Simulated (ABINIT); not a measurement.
Ta3Cu:

```xyz
4
Lattice="-2.0065 2.0065 4.2082 2.0065 -2.0065 4.2082 2.0065 2.0065 -4.2082" Properties=species:S:1:pos:R:3 pbc="T T T"
Ta    0.0000    0.0000    4.2082
Ta    2.0065    0.0000    2.1041
Ta    0.0000    2.0065    2.1041
Cu    0.0000    0.0000    0.0000
```

The cell comes from a database or a generator and needn't be the stable form of this composition.

| Quantity | Value |
| --- | --- |
| Program | ABINIT 10.8.3 (patched build) |
| Task | relaxation of cell and atoms |
| Functional | PBEsol |
| Potentials or basis | JTH PAW PBE v2.0 |
| Cutoff | 707 eV |
| k mesh | 5 × 5 × 5 |
| Occupations | fermi-dirac, width 0.05 eV |
| Spin | no spin polarisation |

At the start: pressure -6.3 GPa; volume 16.94 Å³/atom.

**Question.** How do energy, volume and symmetry change on relaxing?

**Answer.** Over 5 steps the energy falls by 12.1 meV/atom and the volume is 16.37 Å³/atom (-3.4 %); space group I4/mmm (No. 139, to 0.05 Å).

Step by step:
| step | energy change (eV) | largest force (eV/Å) | pressure (GPa) | volume (Å³) |
| --- | --- | --- | --- | --- |
| 1 | 0.0000 | 0.0000 | -6.30 | 67.77 |
| 2 | -0.0376 | 0.0000 | -2.86 | 66.47 |
| 3 | -0.0475 | 0.0000 | 0.17 | 65.42 |
| 4 | -0.0479 | 0.0000 | 0.10 | 65.44 |
| 5 | -0.0484 | 0.0000 | 0.00 | 65.46 |

Final structure:
```xyz
4
Lattice="-1.9912 1.9912 4.1278 1.9912 -1.9912 4.1278 1.9912 1.9912 -4.1278" Properties=species:S:1:pos:R:3 pbc="T T T"
Ta    0.0000    0.0000    4.1278
Ta    1.9912    0.0000    2.0639
Ta    0.0000    1.9912    2.0639
Cu    0.0000    0.0000    0.0000
```

Caveat: the k mesh is coarse (spacing up to 0.44 Å⁻¹), so the values aren't converged; the PAW data sets were made with another functional, which shifts forces and pressure a little.
